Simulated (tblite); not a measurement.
# GFN1-xTB run of C3HFO (SMILES O=CC#CF)

What is the electronic atomisation energy of C3HFO at GFN1-xTB? 

The calculation is run with tblite 0.8.0.

15 further runs of the same task are left out: 15 set aside as unsound or not needed.

## Step 1: Starting point

C3HFO has 6 atoms, charge 0, and is taken as a singlet. As SMILES, `O=CC#CF`. The shape was relaxed beforehand at GFN1-xTB.

Bond lengths: O1–C2 1.197 Å, C2–C3 1.446 Å, C3–C4 1.202 Å, C4–F5 1.270 Å, C2–H6 1.108 Å. Angles: O1–C2–C3 124.5°, C2–C3–C4 177.2°, C3–C4–F5 177.0°, O1–C2–H6 123.1°, C3–C2–H6 112.4°.

## Step 2: Vibrational wavenumbers at GFN1-xTB

Input file start.xyz:

```xyz
6
start geometry
O      0.558015    -1.522614     1.290378
C     -0.009281    -0.499564     1.037644
C     -0.006739     0.139120    -0.259407
C      0.029507     0.626257    -1.358086
F      0.028983     1.190833    -2.495915
H     -0.600474     0.065958     1.785386
```

Input file job.py:

```python
# GFN1-xTB harmonic vibrations
import json
import numpy as np
from tblite.interface import Calculator
from tblite.interface import symbols_to_numbers
from ase.data import atomic_masses

symbols = list(map(str, np.loadtxt("start.xyz", skiprows=2, usecols=0, dtype=str, ndmin=1)))
numbers = np.array(symbols_to_numbers(symbols))
positions = np.loadtxt("start.xyz", skiprows=2, usecols=(1, 2, 3), ndmin=2) / 0.52917721

xtb = Calculator("GFN1-xTB", numbers, positions, charge=0, uhf=0)
xtb.set("verbosity", 0)
xtb.set("accuracy", 0.01)
result = xtb.singlepoint()
h = 0.005  # bohr
n = positions.size
H, D = np.zeros((n, n)), np.zeros((n, 3))
for a in range(n):
    g, d = [], []
    for sign in (1, -1):
        x = positions.ravel().copy()
        x[a] += sign * h
        xtb.update(x.reshape(-1, 3))
        y = xtb.singlepoint()
        g.append(y.get('gradient').ravel())
        d.append(y.get('dipole'))
    H[a], D[a] = (g[0] - g[1]) / (2 * h), (d[0] - d[1]) / (2 * h)
mass = np.repeat(atomic_masses[numbers], 3)
H = (H + H.T) / 2 / np.sqrt(np.outer(mass, mass))
# project out translations and rotations
com = positions - atomic_masses[numbers] @ positions / atomic_masses[numbers].sum()
T = [np.tile(v, len(numbers)) for v in np.eye(3)] + [np.cross(com, v).ravel() for v in np.eye(3)]
U, sv, _ = np.linalg.svd((np.array(T) * np.sqrt(mass)).T)
Q = U[:, (sv > 1e-3 * sv.max()).sum():]
w, V = np.linalg.eigh(Q.T @ H @ Q)
freq = np.sign(w) * np.sqrt(np.abs(w)) * 5140.487
inten = (((Q @ V).T / np.sqrt(mass)) @ D) ** 2
inten = inten.sum(axis=1) * 974.88
print(f"E = {result.get('energy'):.8f} Eh, max gradient {np.abs(result.get('gradient')).max():.2e} Eh/bohr")
print("mode   frequency/cm^-1   IR/(km/mol)")
for i, (v, s) in enumerate(zip(freq, inten), 1):
    print(f"{i:4d} {v:14.2f} {s:14.3f}")
zpe = freq[freq > 0].sum() / 2 / 219474.63
print(f"imaginary modes: {(freq < -10).sum()}, zero-point energy {zpe:.6f} Eh = {zpe * 2625.4996:.4f} kJ/mol")
out = {k: np.asarray(result.get(k)).tolist() for k in ("energy", "gradient", "charges", "dipole", "orbital-energies", "orbital-occupations")}
out.update(symbols=symbols, positions=(positions * 0.529177210903).tolist(), frequencies=freq.tolist(), intensities=inten.tolist(), zpe=zpe)
json.dump(out, open("results.json", "w"))
```

Launch:

```
$ python job.py
```

Log:

```text
E = -16.60706947 Eh, max gradient 2.14e-05 Eh/bohr
mode   frequency/cm^-1   IR/(km/mol)
   1         111.34          5.890
   2         177.30          4.897
   3         284.93         13.228
   4         344.90         23.186
   5         561.05          5.727
   6         795.26        169.885
   7         936.86          9.016
   8        1258.09         38.584
   9        1397.66         21.654
  10        1793.07        403.857
  11        2429.15        554.160
  12        2854.72         61.584
imaginary modes: 0, zero-point energy 0.029489 Eh = 77.4243 kJ/mol
```

It took 0.39 s on 1 thread of Intel Xeon at 2.70GHz, shared host.

## Step 3: The C atom: the energy at GFN1-xTB

Input file script.py:

```python
import json
import numpy as np
from tblite.interface import Calculator

symbols = ["C"]
numbers = np.array([6])
positions = np.array([
    [0.000000, 0.000000, 0.000000],
]) / 0.5291772

xtb = Calculator("GFN1-xTB", numbers, positions, charge=0, uhf=2)
xtb.set("verbosity", 0)
xtb.set("accuracy", 0.1)
xtb.add("spin-polarization", 1.0)
res = xtb.singlepoint()

print(f"Energy: {res.get('energy') * 627.5095:.8f} kcal/mol")
eps = np.atleast_2d(res.get("orbital-energies")) * 27.211386
occ = np.atleast_2d(res.get("orbital-occupations"))
filled = occ.sum(axis=0) if eps.shape[0] == 1 else occ[0]
homo = np.nonzero(filled > 0.5)[0].max()
print("  MO   occupation   energy/eV")
for i in range(max(0, homo - 4), min(eps.shape[1], homo + 5)):
    print(f"{i + 1:4d} {filled[i]:10.4f} {eps[0, i]:12.4f}")
mu = res.get("dipole") * 2.541746
print(f"dipole: {np.linalg.norm(mu):.4f} D, components " + " ".join(f"{c:.4f}" for c in mu))
q = res.get("charges")
print("Charges:", " ".join(f"{s}{i + 1}={c:+.4f}" for i, (s, c) in enumerate(zip(symbols, q))))
out = {k: np.asarray(res.get(k)).tolist() for k in ("energy", "gradient", "charges", "dipole", "orbital-energies", "orbital-occupations")}
out.update(symbols=symbols, positions=(positions * 0.529177210903).tolist())
json.dump(out, open("results.json", "w"))
```

Run the same way, it converges to -1.78467 Eh (log not shown).

## Step 4: The F atom: the energy at GFN1-xTB

Input file molecule.xyz:

```xyz
1

F      0.000000     0.000000     0.000000
```

Input file run.py:

```python
import json
import numpy as np
from tblite.interface import Calculator
from tblite.interface import symbols_to_numbers

symbols = list(map(str, np.loadtxt("molecule.xyz", skiprows=2, usecols=0, dtype=str, ndmin=1)))
numbers = np.array(symbols_to_numbers(symbols))
positions = np.loadtxt("molecule.xyz", skiprows=2, usecols=(1, 2, 3), ndmin=2) / 0.5291772

calc = Calculator("GFN1-xTB", numbers, positions, charge=0, uhf=1)
calc.set("verbosity", 0)
calc.set("accuracy", 0.1)
calc.add("spin-polarization", 1.0)
sp = calc.singlepoint()

print(f"E(total): {sp.get('energy') * 2625.4996:.8f} kJ/mol")
eps = np.atleast_2d(sp.get("orbital-energies")) * 27.211386
occ = np.atleast_2d(sp.get("orbital-occupations"))
filled = occ.sum(axis=0) if eps.shape[0] == 1 else occ[0]
homo = np.nonzero(filled > 0.5)[0].max()
print(f"HOMO {eps[0, homo]:.4f} eV")
if homo + 1 < eps.shape[1]:
    print(f"LUMO {eps[0, homo + 1]:.4f} eV, gap {eps[0, homo + 1] - eps[0, homo]:.4f} eV")
mu = sp.get("dipole") * 2.541746
print(f"|mu|: {np.linalg.norm(mu):.4f} D, components " + " ".join(f"{c:.4f}" for c in mu))
q = sp.get("charges")
print("Charges:", " ".join(f"{s}{i + 1}={c:+.4f}" for i, (s, c) in enumerate(zip(symbols, q))))
out = {k: np.asarray(sp.get(k)).tolist() for k in ("energy", "gradient", "charges", "dipole", "orbital-energies", "orbital-occupations")}
out.update(symbols=symbols, positions=(positions * 0.529177210903).tolist())
json.dump(out, open("results.json", "w"))
```

Run the same way, it converges to -5.01191 Eh (log not shown).

## Step 5: The H atom: a single-point energy at GFN1-xTB

Input file calc.py:

```python
"""GFN1-xTB single point with ASE"""
import json
import numpy as np
from ase import Atoms
from ase.units import Bohr
from tblite.ase import TBLite
from ase.units import Debye

molecule = Atoms(["H"], positions=Bohr * np.array([
    [0.000000, 0.000000, 0.000000],
]))
start = molecule.get_positions()

molecule.calc = TBLite(
    method="GFN1-xTB",
    multiplicity=2,
    accuracy=0.1,
    spin_polarization=1.0,
)
print(f"Potential energy: {molecule.get_potential_energy():.6f} eV")
print(f"Dipole: {np.linalg.norm(molecule.get_dipole_moment()) / Debye:.4f} D")
for a, q in zip(molecule, molecule.get_charges()):
    print(f"{a.symbol}{a.index + 1} {q:+.4f}")
json.dump(dict(energy=molecule.get_potential_energy(), forces=molecule.get_forces().tolist(), dipole=molecule.get_dipole_moment().tolist(), charges=molecule.get_charges().tolist(),
               symbols=molecule.get_chemical_symbols(), start=start.tolist(), final=molecule.positions.tolist()), open("results.json", "w"))
```

Launch:

```
$ python calc.py
```

Log:

```text
------------------------------------------------------------
  cycle        total energy    energy error   density error
------------------------------------------------------------
      1    -0.4372419744618  -4.3724197E-01   5.0000000E-01
      2    -0.4372419744618   0.0000000E+00   3.0000000E-01
      3    -0.4372419744618   0.0000000E+00   1.7998200E-05
      4    -0.4372419744618   0.0000000E+00   1.4044321E-14
------------------------------------------------------------

 total:                                   0.001 sec
Potential energy: -11.897960 eV
Dipole: 0.0000 D
H1 +0.0000
```

Run time: 0.28 s. Hardware: 1 thread of Intel Xeon at 2.70GHz, shared host.

## Step 6: The O atom: a single-point energy at GFN1-xTB

Input file run.py:

```python
# GFN1-xTB single point with ASE
import json
import numpy as np
from ase import Atoms
from ase.units import Bohr
from tblite.ase import TBLite
from ase.units import Hartree
from ase.units import Debye

mol = Atoms(["O"], positions=Bohr * np.array([
    [0.000000, 0.000000, 0.000000],
]))
start = mol.get_positions()

mol.calc = TBLite(
    method="GFN1-xTB",
    charge=0,
    multiplicity=3,
    accuracy=0.1,
    spin_polarization=1.0,
)
print(f"Potential energy: {mol.get_potential_energy() / Hartree:.6f} Eh")
print(f"Dipole: {np.linalg.norm(mol.get_dipole_moment()) / Debye:.4f} D")
print("Charges:", np.round(mol.get_charges(), 4))
json.dump(dict(energy=mol.get_potential_energy(), forces=mol.get_forces().tolist(), dipole=mol.get_dipole_moment().tolist(), charges=mol.get_charges().tolist(),
               symbols=mol.get_chemical_symbols(), start=start.tolist(), final=mol.positions.tolist()), open("results.json", "w"))
```

Run the same way, it converges to -4.40654 Eh (log not shown).

## Step 7: Outcome

Level: GFN1-xTB.

| quantity | value |
| --- | --- |
| molecule: total energy | -16.60707 Eh |
| molecule: dipole moment | 3.36 D |
| molecule: HOMO energy | -12.92 eV |
| molecule: LUMO energy | -9.01 eV |
| molecule: HOMO–LUMO gap | 3.91 eV |
| molecule: largest force on an atom | 0.001 eV/Å |
| molecule: lowest harmonic wavenumber | 111 cm⁻¹ |
| molecule: highest harmonic wavenumber | 2855 cm⁻¹ |
| molecule: zero-point energy | 77.4 kJ/mol |
| C atom: total energy | -1.78467 Eh |
| C atom: dipole moment | 0.00 D |
| C atom: HOMO energy (as the program lists it) | -11.29 eV |
| C atom: largest force on an atom | 0.000 eV/Å |
| F atom: total energy | -5.01191 Eh |
| F atom: dipole moment | 0.00 D |
| F atom: HOMO energy (as the program lists it) | -18.09 eV |
| F atom: largest force on an atom | 0.000 eV/Å |
| H atom: total energy | -0.43724 Eh |
| H atom: dipole moment | 0.00 D |
| H atom: largest force on an atom | 0.000 eV/Å |
| O atom: total energy | -4.40654 Eh |
| O atom: dipole moment | 0.00 D |
| O atom: largest force on an atom | 0.000 eV/Å |
| electronic atomisation energy | 38.024 eV |

Taking the molecule apart into free atoms costs 38.02 eV (3669 kJ/mol), before zero-point energy and without spin-orbit coupling. Tight-binding and semi-empirical models aren't fitted to free atoms, so this value can be far from the true one. All 12 modes (molecule) are real, so the shape is a minimum at this level. Mulliken charges (molecule) run from -0.45 on O1 to +0.42 on C2.
